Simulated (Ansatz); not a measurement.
# BClH₃NO: a barrier at many levels of theory

Aim: the barrier and energy of one elementary step (N2–H4 formed, B1–N2 loosened, O3–H4 broken) from LDA up to coupled cluster, on fixed structures, to see where each rung fails.

Method: single points in def2-TZVPP on PBE0-D4/def2-TZVP structures; program: Ansatz 0.2.0, Gaussian basis.

Levels: SPW92, PBE-D4, BLYP-D4, r2SCAN-D4, B97M-V, PBE0-D4, B3LYP-D4, r2SCAN0-D4, BHLYP-D4, CAM-B3LYP-D4, wB97X-V, wB97M-V, B2PLYP, PBE-QIDH, RPA on PBE, Hartree-Fock, MP2, CCSD, CCSD(T). The reference is CCSD(T) at the basis limit, from triple and quadruple zeta. Zero-point energies come from PBE0-D4 vibrations.

Correlated methods freeze the cores. B3LYP uses VWN-RPA correlation. B2PLYP carries no dispersion term here.

42 further runs of the same task are left out: 42 set aside as unsound or not needed.

### Step 1. The three structures

Charge 0, multiplicity 1. The folders r, ts and p hold the start, the saddle and the end; their coordinates stand in the first inputs.

| pair | r (Å) | ts (Å) | p (Å) |
| --- | --- | --- | --- |
| N2–H4 | 2.580 | 1.250 | 1.017 |
| B1–N2 | 1.401 | 1.560 | 1.641 |
| O3–H4 | 0.959 | 1.340 | 2.498 |

### Step 2. SPW92/def2-TZVPP

r/in.yaml

```yaml
crystal:
  periodic: [false, false, false]
  atoms:
    - {symbol: B, position_ang: [-0.198504, 0.427342, 0.227545]}
    - {symbol: N, position_ang: [0.789442, -0.505903, -0.112189]}
    - {symbol: O, position_ang: [-1.497827, 0.379140, -0.172787]}
    - {symbol: H, position_ang: [-1.710871, -0.370549, -0.732070]}
    - {symbol: Cl, position_ang: [0.254533, 1.795564, 1.264371]}
    - {symbol: H, position_ang: [0.629550, -1.311206, -0.690818]}
    - {symbol: H, position_ang: [1.733577, -0.414288, 0.215848]}
basis:
  gaussian: {orbitals: def2-TZVPP}
hamiltonian: {xc: lda}
```

ts/in.yaml

```yaml
crystal:
  periodic: [false, false, false]
  atoms:
    - {symbol: B, position_ang: [-0.398534, 0.554016, 0.374369]}
    - {symbol: N, position_ang: [0.457485, -0.544040, -0.329247]}
    - {symbol: O, position_ang: [-1.500817, 0.519430, -0.304231]}
    - {symbol: H, position_ang: [-0.678404, -0.398788, -0.830631]}
    - {symbol: Cl, position_ang: [0.173101, 1.497422, 1.738734]}
    - {symbol: H, position_ang: [0.670916, -1.383449, 0.196027]}
    - {symbol: H, position_ang: [1.276153, -0.244492, -0.845121]}
basis:
  gaussian: {orbitals: def2-TZVPP}
hamiltonian: {xc: lda}
```

p/in.yaml

```yaml
crystal:
  periodic: [false, false, false]
  atoms:
    - {symbol: B, position_ang: [-0.594629, 0.632721, 0.346766]}
    - {symbol: N, position_ang: [0.345242, -0.512304, -0.359917]}
    - {symbol: O, position_ang: [-1.730680, 0.812617, -0.118322]}
    - {symbol: H, position_ang: [-0.213881, -0.905457, -1.112918]}
    - {symbol: Cl, position_ang: [0.382943, 1.336801, 1.687586]}
    - {symbol: H, position_ang: [0.607290, -1.245686, 0.294155]}
    - {symbol: H, position_ang: [1.203616, -0.118592, -0.737450]}
basis:
  gaussian: {orbitals: def2-TZVPP}
hamiltonian: {xc: lda}
```

Each run has its own folder and the same command.

The run is started by

```sh
ansatz run in.yaml --threads 2 --pin off --events-out ev --progress --plain --max-ram 4352MiB
```

The runs that follow: PBE-D4/def2-TZVPP; BLYP-D4/def2-TZVPP; r2SCAN-D4/def2-TZVPP; B97M-V/def2-TZVPP; PBE0-D4/def2-TZVPP; B3LYP-D4/def2-TZVPP; r2SCAN0-D4/def2-TZVPP; BHLYP-D4/def2-TZVPP; CAM-B3LYP-D4/def2-TZVPP; wB97X-V/def2-TZVPP; wB97M-V/def2-TZVPP; B2PLYP/def2-TZVPP; PBE-QIDH/def2-TZVPP; RPA on PBE/def2-TZVPP; CCSD(T)/def2-TZVPP; MP2/def2-QZVPP; Vibrations of the start structure; Vibrations of the end structure.

What does the calculation give? Wanted: barrier, CCSD(T)/CBS; reverse barrier, CCSD(T)/CBS; step energy, CCSD(T)/CBS; barrier with zero-point energy; step energy with zero-point energy; imaginary mode at the saddle; largest T1 diagnostic.

As calculated:

| quantity | value |
| --- | --- |
| barrier, CCSD(T)/CBS | 204.6 kJ/mol |
| reverse barrier, CCSD(T)/CBS | 86.1 kJ/mol |
| step energy, CCSD(T)/CBS | +118.5 kJ/mol |
| barrier with zero-point energy | 193.5 kJ/mol |
| step energy with zero-point energy | +120.7 kJ/mol |
| imaginary mode at the saddle | 1573i cm⁻¹ |
| largest T1 diagnostic | 0.014 |

The functionals run from CAM-B3LYP-D4, off by +0.5 kJ/mol, to SPW92, off by -40.2 kJ/mol, against CCSD(T)/CBS. Mean unsigned error by rung: LDA 40.2, GGA 25.6, meta-GGA 7.1, hybrid 8.8, range-separated hybrid 1.4, double hybrid 2.7 kJ/mol. PBE-D4 gives a barrier 30.9 kJ/mol too low, outside chemical accuracy (1 kcal/mol, 4.2 kJ/mol). The barrier rises with the share of exact exchange, from BLYP-D4 through B3LYP-D4 to BHLYP-D4 (-20.4, -4.1, +20.1 kJ/mol). Hartree-Fock, with no correlation, is off by +57.2 kJ/mol. Zero-point motion lowers the barrier by 11.0 kJ/mol.
